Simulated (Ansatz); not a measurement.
# CH₇As₂B: one species, many methods

One table from this session's results is given with a row withheld; the runs are named, their logs left out.

Program: Ansatz 0.2.0, Gaussian basis. Level of theory: functionals in def2-TZVPP, the program's frozen cores in correlated methods. These are calculated values, not measurements.

Levels to be run: LDA (SPW92), PBE-D4, revPBE-D4, BLYP-D4, r2SCAN-D4, B97M-V, PBE0-D4, B3LYP-D4, r2SCANh-D4, r2SCAN0-D4, HSE06-D4, BHLYP-D4, CAM-B3LYP-D4, LC-ωPBE, ωB97X-V, ωB97M-V, B2PLYP, PBE-QIDH; CCSD(T)/def2-SVP; CCSD(T)/def2-TZVPP; MP2/def2-QZVPP; extrapolation to the limit; RPA on PBE.

**Structure used throughout**

The geometry comes from an earlier relaxation with PBE0-D4 in a triple-zeta def2 set; it is a stationary point, not always the lowest conformer.

SMILES `CB([AsH2])[AsH2]`, 11 atoms, charge 0, spin multiplicity 1.

Atoms are counted from 1 here; the program's logs count them from 0.

Bond lengths: C1–B2 1.560 Å, C1–H5 1.093 Å, C1–H6 1.093 Å, C1–H7 1.100 Å, B2–As3 2.014 Å, B2–As4 2.016 Å, As3–H8 1.516 Å, As3–H9 1.519 Å, As4–H10 1.518 Å, As4–H11 1.516 Å. Angles: B2–C1–H5 113.9°, B2–C1–H6 114.4°, B2–C1–H7 106.3°, H5–C1–H6 109.1°, H5–C1–H7 106.0°, H6–C1–H7 106.4°, C1–B2–As3 120.6°, C1–B2–As4 120.6°, As3–B2–As4 118.8°, B2–As3–H8 98.5°, B2–As3–H9 98.0°, H8–As3–H9 95.7°, B2–As4–H10 97.6°, B2–As4–H11 98.4°, H10–As4–H11 95.5°.

Set-up of the first run:

Contents of in.yaml:

```yaml
crystal:
  periodic: [false, false, false]
  atoms:
    - {symbol: C, position_ang: [-0.487167, 1.435416, 0.047254]}
    - {symbol: B, position_ang: [0.052806, -0.026917, -0.011179]}
    - {symbol: As, position_ang: [0.655940, -0.963777, 1.666498]}
    - {symbol: As, position_ang: [0.091508, -1.036587, -1.755300]}
    - {symbol: H, position_ang: [-0.143182, 1.999397, 0.917859]}
    - {symbol: H, position_ang: [-0.301035, 2.021820, -0.855914]}
    - {symbol: H, position_ang: [-1.579734, 1.357348, 0.147925]}
    - {symbol: H, position_ang: [0.137515, -2.352448, 1.347886]}
    - {symbol: H, position_ang: [-0.508473, -0.568778, 2.558073]}
    - {symbol: H, position_ang: [0.853634, -0.005434, -2.568294]}
    - {symbol: H, position_ang: [1.293486, -1.916842, -1.474208]}
basis:
  gaussian: {orbitals: def2-TZVPP}
hamiltonian: {xc: lda}
output: {orbitals: {seedname: orbitals}}
```

Steps of the session up to this table: LDA; PBE-D4 (GGA); revPBE-D4 (GGA); BLYP-D4 (GGA); r2SCAN-D4 (meta-GGA); B97M-V (meta-GGA); PBE0-D4 (hybrid); B3LYP-D4 (hybrid); r2SCANh-D4 (hybrid); r2SCAN0-D4 (hybrid); HSE06-D4 (hybrid); BHLYP-D4 (hybrid); CAM-B3LYP-D4 (range-separated); LC-ωPBE (range-separated); ωB97X-V (range-separated); ωB97M-V (range-separated); B2PLYP (double hybrid); PBE-QIDH (double hybrid).

One of the session's tables, all rows but one given; the rest of the session is left out.

It belongs to the step «Frontier levels by functional». 

```
  functional  HOMO (eV)  LUMO (eV)  gap (eV)
 LDA (SPW92)      -6.13      -2.59      3.54
      PBE-D4      -5.99      -2.41      3.58
   revPBE-D4      -5.93      -2.33      3.61
     BLYP-D4      -5.83      -2.23      3.60
   r2SCAN-D4      -6.24      -2.16      4.08
      B97M-V      -6.25      -2.14      4.12
     PBE0-D4      -7.04      -1.54      5.50
    B3LYP-D4      -6.83      -1.70      5.13
  r2SCANh-D4      -6.62      -1.86      4.76
  r2SCAN0-D4      -7.20      -1.40      5.80
    HSE06-D4          ?          ?         ?
    BHLYP-D4      -7.95      -0.50      7.46
CAM-B3LYP-D4      -8.28      -0.41      7.87
     LC-ωPBE      -9.57       0.63     10.20
     ωB97X-V      -9.25       0.57      9.82
     ωB97M-V      -9.11       0.40      9.51
```

Q: Estimate the row for HSE06-D4 from the others.

The run gave: HOMO (eV): -6.65; LUMO (eV): -1.92; gap (eV): 4.73. In the column «HOMO (eV)» it lies between B3LYP-D4 (-6.83) and r2SCANh-D4 (-6.62).
